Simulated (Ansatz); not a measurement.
# C8H14O2: one species, many methods

Aim: compute C8H14O2 with functionals from several rungs and with coupled cluster, and see how far each lands from CCSD(T) at the basis-set limit for the atomisation energy.

Computed with Ansatz 0.2.0, Gaussian basis. Level: functionals in def2-TZVPP, the program's frozen cores in correlated methods.

Plan: LDA (SPW92), PBE-D4, revPBE-D4, BLYP-D4, r2SCAN-D4, B97M-V, PBE0-D4, B3LYP-D4, r2SCANh-D4, r2SCAN0-D4, HSE06-D4, BHLYP-D4, CAM-B3LYP-D4, LC-ωPBE, ωB97X-V, ωB97M-V, B2PLYP, PBE-QIDH; CCSD(T)/def2-SVP; CCSD(T)/def2-TZVPP; MP2/def2-QZVPP; extrapolation to the limit; RPA on PBE.

## 1. The relaxed structure

The geometry comes from an earlier relaxation with PBE0-D4 in a triple-zeta def2 set; it is a stationary point, not always the lowest conformer.

SMILES `CC(=O)OC1CCCCC1`, 24 atoms, charge 0, spin multiplicity 1.

Atoms are counted from 1 here; the program's logs count them from 0.

Bond lengths: C1–C2 1.499 Å, C1–H11 1.092 Å, C1–H12 1.087 Å, C1–H13 1.092 Å, C2–O3 1.202 Å, C2–O4 1.339 Å, O4–C5 1.438 Å, C5–C6 1.511 Å, C5–C10 1.528 Å, C5–H14 1.093 Å, C6–C7 1.533 Å, C6–H15 1.095 Å, C6–H16 1.092 Å, C7–C8 1.535 Å, C7–H17 1.093 Å, C7–H18 1.094 Å, C8–C9 1.521 Å, C8–H19 1.096 Å and more. Angles: C2–C1–H11 109.9°, C2–C1–H12 109.6°, C2–C1–H13 109.9°, H11–C1–H12 110.1°, H11–C1–H13 107.3°, H12–C1–H13 110.1°, C1–C2–O3 125.1°, C1–C2–O4 110.9°, O3–C2–O4 124.0°, C2–O4–C5 116.8°, O4–C5–C6 107.8°, O4–C5–C10 110.6°, O4–C5–H14 107.2°, C6–C5–C10 111.2°, C6–C5–H14 110.0°, C10–C5–H14 109.9°, C5–C6–C7 109.9°, C5–C6–H15 108.6° and more.

## 2. LDA

This LDA is Slater exchange with PW92 correlation.

The input, in.yaml:

```yaml
crystal:
  periodic: [false, false, false]
  atoms:
    - {symbol: C, position_ang: [-0.633429, 1.071308, -3.660068]}
    - {symbol: C, position_ang: [0.061472, 0.368537, -2.533369]}
    - {symbol: O, position_ang: [1.112872, -0.207846, -2.622108]}
    - {symbol: O, position_ang: [-0.649668, 0.460363, -1.402707]}
    - {symbol: C, position_ang: [-0.099105, -0.177288, -0.237868]}
    - {symbol: C, position_ang: [-1.236885, -0.457497, 0.715781]}
    - {symbol: C, position_ang: [-0.733802, -1.295888, 1.896911]}
    - {symbol: C, position_ang: [0.721110, -0.971145, 2.262319]}
    - {symbol: C, position_ang: [1.052655, 0.474095, 1.922478]}
    - {symbol: C, position_ang: [0.960817, 0.711643, 0.411316]}
    - {symbol: H, position_ang: [-1.618305, 0.629111, -3.821749]}
    - {symbol: H, position_ang: [-0.035188, 0.990533, -4.564024]}
    - {symbol: H, position_ang: [-0.787099, 2.121292, -3.404401]}
    - {symbol: H, position_ang: [0.352946, -1.117224, -0.566230]}
    - {symbol: H, position_ang: [-1.644108, 0.497074, 1.064828]}
    - {symbol: H, position_ang: [-2.045604, -0.971172, 0.191459]}
    - {symbol: H, position_ang: [-1.382937, -1.118338, 2.758628]}
    - {symbol: H, position_ang: [-0.822760, -2.359830, 1.659969]}
    - {symbol: H, position_ang: [1.401717, -1.628805, 1.710535]}
    - {symbol: H, position_ang: [0.896388, -1.172045, 3.322071]}
    - {symbol: H, position_ang: [0.353256, 1.132146, 2.449521]}
    - {symbol: H, position_ang: [2.050132, 0.739829, 2.280442]}
    - {symbol: H, position_ang: [1.922985, 0.526567, -0.070559]}
    - {symbol: H, position_ang: [0.697340, 1.754284, 0.210225]}
basis:
  gaussian: {orbitals: def2-TZVPP}
hamiltonian: {xc: lda}
output: {orbitals: {seedname: orbitals}}
```

Launch:

```sh
> ansatz run in.yaml --threads 4 --pin off --events-out ev --progress --plain --max-ram 63488MiB --backend cuda --devices 0, --max-vram 37GiB
```

Further steps of the session: PBE-D4 (GGA); revPBE-D4 (GGA); BLYP-D4 (GGA); r2SCAN-D4 (meta-GGA); B97M-V (meta-GGA); B3LYP-D4 (hybrid); r2SCANh-D4 (hybrid); r2SCAN0-D4 (hybrid); HSE06-D4 (hybrid); BHLYP-D4 (hybrid); CAM-B3LYP-D4 (range-separated); LC-ωPBE (range-separated); ωB97X-V (range-separated); ωB97M-V (range-separated); B2PLYP (double hybrid); PBE-QIDH (double hybrid); CCSD(T) in def2-SVP; CCSD(T) in def2-TZVPP; MP2 in def2-QZVPP; RPA on PBE orbitals.

Before running them: what should the planned runs give, taken together? Wanted: atomisation energy, CCSD(T)/CBS; farthest beyond LDA; mean size of error, GGA; mean size of error, meta-GGA; mean size of error, hybrid; mean size of error, range-separated; mean size of error, double hybrid; gap, smallest and largest; T1 diagnostic.

As calculated:

| quantity | value |
| --- | --- |
| atomisation energy, CCSD(T)/CBS | 105.470 eV |
| functionals within 0.527 eV (0.5 %) | revPBE-D4, BLYP-D4, B97M-V, B3LYP-D4, r2SCANh-D4, LC-ωPBE, ωB97X-V, ωB97M-V, PBE-QIDH |
| farthest beyond LDA | BHLYP-D4 (-3.019 eV) |
| mean size of error, GGA | 1.148 eV |
| mean size of error, meta-GGA | 0.381 eV |
| mean size of error, hybrid | 1.038 eV |
| mean size of error, range-separated | 0.452 eV |
| mean size of error, double hybrid | 0.563 eV |
| gap, smallest and largest | 5.42 eV (LDA (SPW92)), 13.52 eV (LC-ωPBE) |
| T1 diagnostic | 0.0122 |
| triples share of the correlation energy | 4.1 % |

The LDA atomisation energy is off by 16.137 eV (15 %): it overbinds. PBE-D4 is off by +2.912 eV. Double hybrids carry the basis error of their MP2 part in triple zeta, and no dispersion term here, so their miss is partly the set-up's. The rungs meta-GGA, range-separated miss on average by less than the doubt on the reference (0.527 eV), so they tie. Misses under about 0.527 eV are within the doubt on the reference itself, which lacks core-valence correlation, relativity and higher excitations. Hartree-Fock recovers 74 % of the binding; the rest is correlation. CCSD(T) in def2-SVP is off by -3.849 eV, so the small basis spoils what the method gains. Orbital gaps span 5.4 to 13.5 eV; exact exchange widens them.
